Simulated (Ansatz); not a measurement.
# Fe (Iron): the cost of one run

Program: Ansatz 0.2.0. Level of theory: DFT, PBEsol, PAW with Ansatz's default frozen-core files, scalar-relativistic. These are calculated values, not measurements.

This is Fe in the hcp structure; at room conditions it is bcc.

**1. Starting point**

The structure is hexagonal, space group P6_3/mmc (No. 194). The conventional cell has a = 2.347 Å, b = 2.347 Å, c = 3.797 Å, α = 90.00°, β = 90.00°, γ = 120.00°. Around Fe (site symmetry -6m2) lie 12 Fe at 2.33 to 2.35 Å.

Coordinates:

```cif
data_structure
_symmetry_space_group_name_H-M 'P 1'
_symmetry_Int_Tables_number 1
_cell_length_a 2.3470
_cell_length_b 2.3470
_cell_length_c 3.7970
_cell_angle_alpha 90.000
_cell_angle_beta 90.000
_cell_angle_gamma 120.000
_cell_volume 18.11
loop_
_atom_site_label
_atom_site_type_symbol
_atom_site_fract_x
_atom_site_fract_y
_atom_site_fract_z
_atom_site_occupancy
Fe1 Fe 0.33333 0.66667 0.25000 1
Fe2 Fe 0.66667 0.33333 0.75000 1
```

Atoms are numbered in the order of the input: Fe1, Fe2.

**2. Free moments from the typed start, PAW**

Input file input.yaml:

```yaml
crystal:
  lattice:
    - [2.347, 0.0, 0.0]
    - [-1.1735, 2.0325616227, 0.0]
    - [0.0, 0.0, 3.797]
  atoms:
    - { symbol: Fe, position: [0.3333333333, 0.6666666667, 0.25], spin: 3.0 }
    - { symbol: Fe, position: [0.6666666667, 0.3333333333, 0.75], spin: 3.0 }
magnetization:
  spin_polarized: true
kpoints:
  mp_grid: { grid: [14, 14, 8] }
scf:
  occupations: { method: fermi_dirac, width: 0.1 }
  lower_state_search: "off"
hamiltonian:
  xc: pbesol
  pseudopotentials: { kind: paw }
output:
  forces: true
  stress: true
  eigenvalues: true
  populations: true
```

On the command line:

```bash
$ ansatz run input.yaml --threads 1 --pin off --max-ram 3072MiB --backend cpu --events-out ev --progress --plain --runs-dir out
```

What time and memory should one allow on 1 thread of Arm Neoverse V1, shared host?

About 9.8 s, with a peak of 0.34 GiB.
